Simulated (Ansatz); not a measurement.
# CH₅ClGeOSi: a ladder of functionals and wavefunction methods

The task here is to estimate one member of a computed series from the others.

Computed with Ansatz 0.2.0, Gaussian basis. Level: functionals in def2-TZVPP, the program's frozen cores in correlated methods.

The runs, in order: PBE-D4, r2SCAN-D4, PBE0-D4, B3LYP-D4, ωB97X-V, ωB97M-V, B2PLYP; CCSD(T)/def2-TZVPP; MP2/def2-QZVPP; extrapolation to the limit.

## The relaxed structure

An earlier PBE0-D4 in a triple-zeta def2 set relaxation fixed the geometry.

SMILES `Cl[SiH2][GeH]1[CH2][O]1`, 10 atoms, charge 0, spin multiplicity 1.

Atoms are counted from 1 here; the program's logs count them from 0.

Bond lengths: Cl1–Si2 2.053 Å, Si2–Ge3 2.366 Å, Si2–H6 1.483 Å, Si2–H7 1.482 Å, Ge3–C4 1.912 Å, Ge3–O5 1.847 Å, Ge3–H8 1.533 Å, C4–O5 1.410 Å, C4–H9 1.090 Å, C4–H10 1.091 Å. Angles: Cl1–Si2–Ge3 107.2°, Cl1–Si2–H6 108.8°, Cl1–Si2–H7 108.6°, Ge3–Si2–H6 110.7°, Ge3–Si2–H7 111.7°, H6–Si2–H7 109.8°, Si2–Ge3–C4 119.5°, Si2–Ge3–O5 108.6°, Si2–Ge3–H8 121.6°, C4–Ge3–O5 44.0°, C4–Ge3–H8 118.9°, O5–Ge3–H8 110.4°, Ge3–C4–O5 65.5°, Ge3–C4–H9 118.8°, Ge3–C4–H10 118.2°, O5–C4–H9 115.6°, O5–C4–H10 115.5°, H9–C4–H10 114.4° and more.

The first run:

The input, in.yaml:

```yaml
crystal:
  periodic: [false, false, false]
  atoms:
    - {symbol: Cl, position_ang: [-1.622882, -0.337721, 2.124575]}
    - {symbol: Si, position_ang: [-1.547789, 0.866793, 0.464000]}
    - {symbol: Ge, position_ang: [0.268675, 0.125499, -0.857681]}
    - {symbol: C, position_ang: [1.488722, -1.161662, -0.142332]}
    - {symbol: O, position_ang: [1.803662, 0.177538, 0.168678]}
    - {symbol: H, position_ang: [-2.824810, 0.736915, -0.279463]}
    - {symbol: H, position_ang: [-1.365644, 2.269531, 0.906353]}
    - {symbol: H, position_ang: [0.537962, 0.707873, -2.250386]}
    - {symbol: H, position_ang: [1.169503, -1.778006, 0.698202]}
    - {symbol: H, position_ang: [2.175703, -1.657959, -0.828946]}
basis:
  gaussian: {orbitals: def2-TZVPP}
hamiltonian: {xc: pbe, dispersion: d4}
output: {forces: true, orbitals: {seedname: orbitals}}
```

Launch:

```console
ansatz run in.yaml --threads 4 --pin off --events-out ev --progress --plain --max-ram 10444MiB
```

Steps of the session up to this table: PBE-D4 (GGA); r2SCAN-D4 (meta-GGA); PBE0-D4 (hybrid); B3LYP-D4 (hybrid); ωB97X-V (range-separated); ωB97M-V (range-separated); B2PLYP (double hybrid); CCSD(T) in def2-TZVPP; MP2 in def2-QZVPP.

One of the session's tables, all rows but one given; the rest of the session is left out.

It belongs to the step «Atomisation energies». 

```
            method  atomisation energy (kcal/mol)
            PBE-D4                          787.6
         r2SCAN-D4                          779.8
           PBE0-D4                          771.6
          B3LYP-D4                          767.6
           ωB97X-V                          778.8
           ωB97M-V                          772.7
            B2PLYP                          761.2
     HF/def2-TZVPP                              ?
    MP2/def2-TZVPP                          768.5
   CCSD/def2-TZVPP                          739.5
CCSD(T)/def2-TZVPP                          754.8
           MP2/CBS                          791.4
       CCSD(T)/CBS                          777.7
```

Q: Estimate the row for HF/def2-TZVPP from the others.

The run gave: atomisation energy (kcal/mol): 537.3. In the column «atomisation energy (kcal/mol)» it is the lowest.

To keep in mind: Free atoms (1 Cl, 1 Si, 1 Ge, 1 C, 1 O, 5 H) were run apart at each level; the atomisation energy is their sum less the molecule, without zero-point or spin-orbit terms.
